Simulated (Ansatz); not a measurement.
# TiCo: the cost of one run

Method: DFT PBE, scalar-relativistic, plane waves, PAW, in Ansatz 0.2.0.

Spin polarisation is switched off on purpose; where the compound carries moments, volume, stiffness and gap are then not the real material's.

### Step 1. Starting point

Symmetry: Pm-3m, No. 221, cubic system. Conventional cell: a = 2.986 Å, b = 2.986 Å, c = 2.986 Å, α = 90.00°, β = 90.00°, γ = 90.00°. Ti (site symmetry m-3m) has 8 Co at 2.59 Å as nearest neighbours. Co (site symmetry m-3m) has 8 Ti at 2.59 Å as nearest neighbours.

Coordinates:

```
Ti Co
1.0
     2.98611    0.00000    0.00000
     0.00000    2.98611    0.00000
     0.00000    0.00000    2.98611
Ti Co
1 1
Cartesian
  0.0000 0.0000 0.0000
  1.4931 1.4931 1.4931
```

### Step 2. The first run

The input, input.yaml:

```yaml
crystal:
  lattice:
    - [2.98611099, 0.0, 0.0]
    - [0.0, 2.98611099, 0.0]
    - [0.0, 0.0, 2.98611099]
  atoms:
    - { symbol: Ti, position: [0.0, 0.0, 0.0] }
    - { symbol: Co, position: [0.5, 0.5, 0.5] }
basis:
  ecutwfc: 420
  ecutrho_ratio: 4
kpoints:
  mp_grid: { grid: [16, 16, 16] }
hamiltonian:
  xc: pbe
scf:
  occupations: { method: gaussian, width: 0.05 }
output:
  forces: true
  stress: true
  eigenvalues: true
```

Run with:

```bash
$ ansatz run input.yaml --threads 1 --pin off --max-ram 2560MiB --backend cpu --events-out ev --progress --plain --runs-dir out
```

What time and memory should one allow on 1 thread of AMD EPYC 7R13 (Zen 3), shared host?

About 4 s, with a peak of 0.48 GiB.
